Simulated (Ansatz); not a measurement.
# InSb3 in Ansatz: the effect of functional

Crystal: InSb3.

```xyz
4
Lattice="0.0000 3.7171 3.7171 3.7171 0.0000 3.7171 3.7171 3.7171 0.0000" Properties=species:S:1:pos:R:3 pbc="T T T"
Sb    3.7171    3.7171    3.7171
Sb    5.5756    5.5756    5.5756
Sb    1.8585    1.8585    1.8585
In    0.0000    0.0000    0.0000
```

The cell comes from a database or a generator and needn't be the stable form of this composition.

The cell isn't the ideal one: volume scaled by 0.94.

Alike in all runs:

- Program: Ansatz 0.2.0
- Task: single point
- Potentials or basis: Ansatz PAW
- k mesh: 6 × 6 × 6
- Occupations: fermi-dirac, width 0.05 eV
- Spin: no spin polarisation

```csv
functional,cutoff,pressure (GPa)
LDA,420 eV (not typed: the program's choice for these potentials),?
r2SCAN,500 eV (not typed: the program's choice for these potentials),2.6
PBE,420 eV (not typed: the program's choice for these potentials),3.4
```

Problem. What does the run with functional LDA give?

Solution. Pressure -1.2 GPa.

Caveats: the PAW data sets come from PBE, with cores solved anew for the run's functional, which leaves a small shift of forces and pressure (some runs).
